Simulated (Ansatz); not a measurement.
Geometry optimisation, Ansatz 0.2.0, DFT PBE, scalar-relativistic, plane waves, PAW.

Input file:

```yaml
crystal:
  lattice:
    - [6.933702, 0.0, 0.0]
    - [-4.642831, 6.558631, 0.0]
    - [0.0, 0.0, 15.2212]
  atoms:
    - { symbol: Ba, position: [0.0, 0.0, 0.0656978] }
    - { symbol: Ti, position: [0.49375, 0.990666, 0.0680029] }
    - { symbol: O, position: [0.7543328, 0.1331154, 0.1563025] }
    - { symbol: O, position: [0.4973589, 0.7527557, 0.0666719] }
    - { symbol: O, position: [0.2520948, 0.8730732, 0.1571278] }
    - { symbol: Ba, position: [1.0, 0.5, 0.0656978] }
    - { symbol: Ti, position: [0.49375, 0.490666, 0.0680029] }
    - { symbol: O, position: [0.7543328, 0.6331154, 0.1563025] }
    - { symbol: O, position: [0.4973589, 0.2527557, 0.0666719] }
    - { symbol: O, position: [0.2520948, 0.3730732, 0.1571278] }
    - { symbol: Ba, position: [0.4959638, 0.2472618, 0.2515916] }
    - { symbol: Ti, position: [0.9897138, 0.2379278, 0.2538967] }
    - { symbol: O, position: [0.2502966, 0.3803772, 0.3421962] }
    - { symbol: O, position: [0.9933227, 1.74e-05, 0.2525657] }
    - { symbol: O, position: [0.7480587, 0.120335, 0.3430216] }
    - { symbol: Ba, position: [0.4959638, 0.7472618, 0.2515916] }
    - { symbol: Ti, position: [0.9897138, 0.7379278, 0.2538967] }
    - { symbol: O, position: [0.2502966, 0.8803772, 0.3421962] }
    - { symbol: O, position: [0.9933227, 0.5000174, 0.2525657] }
    - { symbol: O, position: [0.7480587, 0.620335, 0.3430216] }
    - { symbol: F, position: [0.5631785, 0.1980347, 0.5039813] }
    - { symbol: F, position: [0.7926755, 0.2410073, 0.5072662] }
basis:
  ecutwfc: 420.0
kpoints:
  mp_grid: { grid: [3, 2, 1] }
hamiltonian:
  xc: pbe
  pseudopotentials: { kind: paw, azcp: { folder: soft_1 } }
scf:
  occupations: { method: gaussian, width: 0.05 }
  lower_state_search: "off"
relax:
  f_tol: 0.03
  max_steps: 60
  adjacent_minimum: "off"
  constraints: [{ sites: [0, 1, 3, 5, 6, 8] }]
```

Launched with:

```bash
$ ansatz run input.yaml --threads 4 --pin off --max-ram 10240MiB --backend cpu --events-out ev --progress --plain --runs-dir out
```

Task: Where does it end, and by what steps?

Result: The run converged. The force dipped under the threshold on the way, but the program's further checks kept it going. Limits of this set-up: coarse k mesh, thin slab, slab without dipole correction, no dispersion correction for a molecule that may bind weakly. After 26 steps the energy has fallen by 10.233 eV; Ba11 moved furthest, 2.52 Å. Parted: Ba1–Ba11 (3.99 → 6.05 Å), Ti2–Ba11 (3.47 → 5.70 Å), O3–Ba11 (2.84 → 5.07 Å), O5–Ba11 (2.84 → 5.03 Å), Ba6–Ba11 (4.02 → 6.05 Å), Ti7–Ba11 (3.42 → 5.66 Å). Joined: Ba11–F21 (3.92 → 2.52 Å), Ba11–F22 (4.42 → 2.53 Å).

| step | energy less start (eV) | largest force component (eV/Å) | accepted |
| --- | --- | --- | --- |
| 0 | 0.0000 | 6.691 | yes |
| 1 | -3.8443 | 5.181 | yes |
| 2 | -7.8571 | 1.447 | yes |
| 3 | -8.6805 | 0.502 | yes |
| 4 | -8.8535 | 0.625 | yes |
| 5 | -8.9514 | 0.479 | yes |
| 6 | -9.0408 | 0.347 | yes |
| 7 | -9.1399 | 0.505 | yes |
| 8 | -9.2612 | 0.570 | yes |
| 9 | -9.3988 | 0.499 | yes |
| 10 | -9.5537 | 0.369 | yes |
| 11 | -9.7313 | 0.412 | yes |
| 12 | -9.8998 | 0.332 | yes |
| 13 | -10.0663 | 0.236 | yes |
| 14 | -10.1425 | 0.197 | yes |
| 15 | -10.1742 | 0.135 | yes |
| 16 | -10.1945 | 0.131 | yes |
| 17 | -10.2090 | 0.108 | yes |
| 18 | -10.2189 | 0.060 | yes |
| 19 | -10.2248 | 0.040 | yes |
| 20 | -10.2271 | 0.030 | yes |
| 21 | -10.2279 | 0.027 | yes |
| 22 | -10.2290 | 0.025 | yes |
| 23 | -10.2298 | 0.081 | yes |
| 24 | -10.2313 | 0.029 | yes |
| 25 | -10.2313 | 0.029 | yes |
| 26 | -10.2329 | 0.017 | yes |

```xyz
22
Lattice="6.9337 0.0000 0.0000 -4.6428 6.5586 0.0000 0.0000 0.0000 15.2212" Properties=species:S:1:pos:R:3
Ba 0.000 0.000 1.000
Ti -1.176 6.497 1.035
O 4.651 0.868 1.920
O -0.046 4.937 1.015
O -2.414 5.705 1.981
Ba 4.612 3.279 1.000
Ti 1.145 3.218 1.035
O 2.346 4.135 1.916
O 2.275 1.658 1.015
O -0.079 2.409 1.984
Ba 2.307 1.649 6.349
Ti 5.781 1.641 3.970
O 0.004 2.332 5.099
O 6.752 -0.112 3.506
O 4.598 0.951 5.082
Ba -0.021 4.921 4.666
Ti 3.449 4.937 3.952
O -2.452 5.811 5.069
O 4.770 3.396 3.514
O 2.407 4.036 5.050
F 2.026 0.602 8.625
F 2.543 2.691 8.640
```

Whether the end is a true minimum wasn't checked by a vibrational analysis.

Run time: 7.2 min on 4 threads of Arm Neoverse V1 (shared host), peak memory 1.7 GiB.
